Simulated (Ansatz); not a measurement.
Crystal: Hf2Pd2Se2Br2O3.

```xyz
11
Lattice="5.6066 -0.0935 -0.0141 1.6139 5.3351 0.0025 1.3692 1.9153 8.3154" Properties=species:S:1:pos:R:3 pbc="T T T"
Hf    2.3902    3.4984    0.1883
Hf    6.1995    3.6586    8.1156
Pd    1.4915    3.6252    4.1590
Pd    0.6846    0.9576    4.1577
Se    1.0298    2.2924    2.1069
Se    7.5599    4.8645    6.1970
Br    4.2949    3.5785    4.1519
Br    3.4879    0.9109    4.1507
O     4.3489    3.6281    7.6532
O     4.2408    3.5289    0.6507
O     0.0000    0.0000    0.0000
```

The cell was built by a generator and needn't be a form met in nature.

Program: Ansatz 0.2.0. Alike in all runs: no spin polarisation; cell as given; k mesh 5 × 5 × 4; smearing fermi-dirac 0.05 eV.

Task: Order these runs on this cell by their pressure, lowest first.
A. level r2SCAN; potentials or basis Ansatz PAW; cutoff (eV) 500; points for each segment of the path 10
B. level PBE; potentials or basis Ansatz NC; cutoff (eV) 1240
C. level revPBE; potentials or basis Ansatz PAW; cutoff (eV) 420; points for each segment of the path 10
D. level PBEsol; potentials or basis Ansatz PAW; cutoff (eV) 420; points for each segment of the path 10
E. level BLYP; potentials or basis Ansatz PAW; cutoff (eV) 420; points for each segment of the path 10

Result: D (-3.6 GPa), A (-2.0 GPa), B (-0.1 GPa), C (1.6 GPa), E (3.6 GPa).

Caveats: the PAW data sets come from PBE, with cores solved anew for the run's functional, which leaves a small shift of forces and pressure (some runs); the potentials were made for another functional, which shifts forces and pressure (some runs).

Not every run made on this cell is shown here.
